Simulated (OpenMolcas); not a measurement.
**Pm³⁺ among point charges: CASSCF levels and susceptibility**

How does a field of 8 point charges split the states of Pm³⁺, and what χT follows?

Program: OpenMolcas 26.06. Level of theory: state-averaged CASSCF, spin-orbit coupling by RASSI with atomic mean-field integrals. These are calculated values, not measurements, unless marked.

### 1 The atom as given

| Property | Result |
| --- | --- |
| Species | Pm³⁺ (promethium, Z = 61, 58 electrons) |
| Basis | ANO-RCC-VDZP [7s6p4d2f1g], 68 functions |
| Scalar Hamiltonian | DKH2, point nucleus |
| Inactive shells | 1s 2s 2p 3s 3p 3d 4s 4p 4d 5s 5p |
| Active space | 4 electrons in 7 orbitals (4f) |
| Some configurations of this space | 4f4 |
| Orbitals | optimised for the highest spin of each parity, averaged over all roots |

Outer shells as boxes (Hund's rule):

4f4
```
4f [↑ ][↑ ][↑ ][↑ ][  ][  ][  ]
```

The ion sits among 8 point charges of -2 e arranged as a square antiprism (D4d), 2.76 Å from the ion, with a polar angle of 49.9° against the regular 57.3°.

Each step is its own input file, run in one work folder so that later steps find the files of earlier ones. Labels, J, g values, rates, χT and fits are worked out afterwards by a script from the matrices that RASSI stores.

### 2 GATEWAY and SEWARD: basis and integrals

File a.inp:

```
&GATEWAY
Coord
1

Pm 0.0 0.0 0.0
Basis=ANO-RCC-VDZP
Group=NoSym
NoMove
AngMom=0.0 0.0 0.0
AMFI
XField
8 Angstrom 0
1.949073 0.807333 1.779586 -2.000000
-0.807333 1.949073 1.779586 -2.000000
-1.949073 -0.807333 1.779586 -2.000000
0.807333 -1.949073 1.779586 -2.000000
1.949073 -0.807333 -1.779586 -2.000000
0.807333 1.949073 -1.779586 -2.000000
-1.949073 0.807333 -1.779586 -2.000000
-0.807333 -1.949073 -1.779586 -2.000000
&SEWARD
```

Launch:

```sh
OMP_NUM_THREADS=1 MOLCAS_MEM=2252 MOLCAS_PROJECT=a pymolcas a.inp > a.log
```

### 3 CASSCF: quintets, 35 roots

File a.inp:

```
&RASSCF
FileOrb=start.orb
Symmetry=1
Spin=5
nActEl=4 0 0
Inactive=27
Ras2=7
CIRoot=35 35 1
SDav=35
CIMx=300
Iter=120 100
PrWF=0.3
OrbListing=Nothing
MaxOrb=0
>>> COPY $Project.JobIph JOB001
```

start.orb holds the contracted functions of the basis, ordered by shell, or the orbitals of the step before.

### 4 CASSCF: triplets, 162 roots

File a.inp:

```
&RASSCF
FileOrb=start.orb
Symmetry=1
Spin=3
nActEl=4 0 0
Inactive=27
Ras2=7
CIRoot=162 162 1
SDav=210
CIMx=300
Iter=120 100
PrWF=0.3
OrbListing=Nothing
MaxOrb=0
CIOnly
>>> COPY $Project.JobIph JOB002
```

### 5 Reference wave functions, singlets, 162 roots

File a.inp:

```
&RASSCF
FileOrb=start.orb
Symmetry=1
Spin=1
nActEl=4 0 0
Inactive=27
Ras2=7
CIRoot=162 162 1
SDav=196
CIMx=300
Iter=120 100
PrWF=0.3
OrbListing=Nothing
MaxOrb=0
CIOnly
>>> COPY $Project.JobIph JOB003
```

### 6 State interaction with spin-orbit coupling

File a.inp:

```
&RASSI
NrOfJobIphs=3 33 106 31
1 2 3 4 5 6 7 8 9 10 11 12 13 14 15 16 17 18 19 20 21 22 23 24 25 26 27
28 29 30 31 32 33
1 2 3 4 5 6 7 8 9 10 11 12 13 14 15 16 17 18 19 20 21 22 23 24 25 26 27
28 29 30 31 32 33 34 35 36 37 38 39 40 41 42 43 44 45 46 47 48 49 50 51
52 53 54 55 56 57 58 59 60 61 62 63 64 65 66 67 68 69 70 71 72 73 74 75
76 77 78 79 80 81 82 83 84 85 86 87 88 89 90 91 92 93 94 95 96 97 98 99
100 101 102 103 104 105 106
1 2 3 4 5 6 7 8 9 10 11 12 13 14 15 16 17 18 19 20 21 22 23 24 25 26 27
28 29 30 31
IphNames
JOB001
JOB002
JOB003
EJob
SpinOrbit
DIPRint=1.0
SOCoupling=1000.0
Subsets=2
Property=9
'ANGMOM' 1 'ANGMOM' 2 'ANGMOM' 3 'MLTPL  1' 1 'MLTPL  1' 2 'MLTPL  1' 3
'AMFI' 1 'AMFI' 2 'AMFI' 3
SOProperty=3
'ANGMOM' 1 'ANGMOM' 2 'ANGMOM' 3
```

Before running it: what results should come out? Wanted: spin-free ground state; first state of the same spin within the active space; lowest level; next level.

**Answer**, as computed:

```
                                            quantity                                value
                                              method                               CASSCF
                              spin-free ground state  quintet, 1-fold in its orbital part
first state of the same spin within the active space                 quintet at 29.9 cm⁻¹
                                        lowest level                               1-fold
                                          next level                            47.2 cm⁻¹
                                         χT at 300 K                       0.98 cm³ K/mol
                           effective moment at 300 K                              2.80 μB
```

In words: The spin-free ground state (quintet) comes to 100 % from free-ion I terms and keeps the highest spin of the shell. The triplets, singlets rest on orbitals optimised for another spin in at least one step, which raises them against the optimised states. Not all states of the active space went into the spin-orbit step. High states of lower spin are left out of the spin-orbit mixing, and CASSCF puts spin-flip levels too high. Point charges carry no covalency, so the field is a model and not that of real ligands.
